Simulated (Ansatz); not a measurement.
# Re2SnO4: the cost of one run

Method: reference: DFT PBE, plane waves, PAW, scalar-relativistic, no spin polarisation, in Ansatz 0.2.0.

## 1. Starting point

It takes space group I4/mmm (No. 139, tetragonal). The conventional cell has a = 3.607 Å, b = 3.607 Å, c = 11.196 Å, α = 90.00°, β = 90.00°, γ = 90.00°. O (site symmetry 4mm) has 1 Sn at 1.71 Å and 1 Re at 2.24 Å as nearest neighbours. Re (site symmetry 4mm) has 9 O at 2.24 to 2.55 Å as nearest neighbours. O (site symmetry mmm) is surrounded by 2 Sn at 1.80 Å and 4 Re at 2.44 Å. Sn (site symmetry 4/mmm) has 6 O at 1.71 to 1.80 Å as nearest neighbours.

As a file:

```cif
data_structure
_symmetry_space_group_name_H-M 'I4/mmm'
_symmetry_Int_Tables_number 139
_cell_length_a 3.6071
_cell_length_b 3.6071
_cell_length_c 11.1956
_cell_angle_alpha 90.000
_cell_angle_beta 90.000
_cell_angle_gamma 90.000
_cell_volume 145.67
loop_
_atom_site_label
_atom_site_type_symbol
_atom_site_symmetry_multiplicity
_atom_site_Wyckoff_symbol
_atom_site_fract_x
_atom_site_fract_y
_atom_site_fract_z
_atom_site_occupancy
O1 O 4 e 0.50000 0.50000 0.65300 1
Re1 Re 4 e 0.50000 0.50000 0.85300 1
O2 O 4 c 0.50000 0.00000 0.00000 1
Sn1 Sn 2 a 0.00000 0.00000 0.00000 1
```

## 2. Reference

input.yaml reads:

```yaml
crystal:
  lattice:
    - [0.0, 3.607074, 0.0]
    - [3.607074, 0.0, 0.0]
    - [1.803537, 1.803537, -5.5978]
  atoms:
    - { symbol: O, position: [0.153, 0.153, 0.694] }
    - { symbol: O, position: [0.847, 0.847, 0.306] }
    - { symbol: Re, position: [0.353, 0.353, 0.294] }
    - { symbol: Re, position: [0.647, 0.647, 0.706] }
    - { symbol: O, position: [0.0, 0.5, 0.0] }
    - { symbol: O, position: [0.5, 0.0, 0.0] }
    - { symbol: Sn, position: [0.0, 0.0, 0.0] }
  symmetry: { tolerance: 0.0003 }
kpoints:
  mp_grid: { grid: [5, 5, 5], shift: [0, 0, 0] }
magnetization:
  spin_polarized: false
scf:
  occupations: { method: cold, width: 0.1429 }
hamiltonian:
  pseudopotentials: { kind: paw }
  xc: pbe
basis:
  ecutwfc: 420
output:
  forces: true
  stress: true
  eigenvalues: true
relax:
  max_steps: 40
  cell: {}
```

Launch:

```console
$ ansatz run input.yaml --threads 1 --pin off --max-ram 2560MiB --backend cpu --events-out ev --progress --plain --runs-dir out
```

**Question.** How long does this run take on 1 thread of Arm Neoverse V1, shared host, and how much memory does it need?

About 1.8 min, with a peak of 0.41 GiB.
